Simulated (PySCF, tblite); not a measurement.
**B₃H₁₁N₃S radical, a cluster model of a defect (cubic BN ring): infrared bands and EPR parameters**

Aim: the infrared bands and EPR parameters of `[S][BH-]1[NH2+][BH2-][NH2+][BH2-][NH2+]1`. It is drawn as: sulfur hole.

Computed with tblite 0.8.0 and PySCF 2.14.0; each step states its level. No surroundings beyond the atoms listed, unless a continuum is named. Atoms count from 0, parts from 1.

## 1. Starting point

18 atoms, charge 0, multiplicity 2; geometry: distance geometry start.

## 2. Geometry optimisation with GFN2-xTB

Job settings and geometry (Å):

```
{"job": {"kind": "relax", "xc": "GFN2-xTB", "basis": "xTB"}, "charge": 0, "multiplicity": 2}
N      0.051645    -1.413070    -0.316780
B     -1.221532    -0.789540     0.236981
N     -1.311733     0.705197    -0.127761
B     -0.070144     1.394724     0.457601
N      1.094594     0.871065    -0.382347
B      1.294333    -0.581482     0.106619
S      2.883698    -1.294205    -0.434111
H      0.094061    -1.411546    -1.373981
H      0.184483    -2.402773    -0.007408
H     -2.155342    -1.314634    -0.301904
H     -1.288952    -0.947330     1.406833
H     -2.195930     1.056737     0.236507
H     -1.224380     0.795901    -1.144108
H     -0.097778     2.564360     0.334152
H      0.076451     1.065413     1.603006
H      1.962442     1.409901    -0.269955
H      0.754490     0.764390    -1.348317
H      1.184416    -0.515155     1.332749
```

With the program's defaults for keys left out, this is: GFN2-xTB geometry optimisation, gas phase.

The run is started by

```console
$ OMP_NUM_THREADS=1 python cluster_run.py task.json out
```

One launch serves the whole session: the jobs run in the order shown.

**Question.** The jobs that follow are: GFN2-xTB harmonic vibrations, gas phase; UKS B3LYP, pcH-1 on B H N S, non-relativistic, mean-field spin-orbit, GIAO. Predict: strongest single infrared mode (GFN2-xTB); g(iso) (B3LYP); ⟨S²⟩; largest a(iso) (averaged by class).

The runs gave:

| quantity | value |
| --- | --- |
| strongest single infrared mode (GFN2-xTB) | 2408 cm⁻¹ |
| g(iso) (B3LYP) | 2.14073 |
| ⟨S²⟩ | 0.753 (exact 0.75) |
| largest a(iso) (averaged by class) | 1H on H17, 87.6 MHz |

No mode is imaginary at GFN2-xTB; the softest lies at 98 cm⁻¹. Most of the unpaired spin sits on S6 (0.96 e). The isotropic g lies 138.4 ppt above the free-electron value. These values are not to be trusted: the run shows a large g shift, which the driver flags as unsure. A capped cluster stands for the solid here, so long-range fields and strain are missing, and bands or shifts of the capping hydrogens have no counterpart in it.
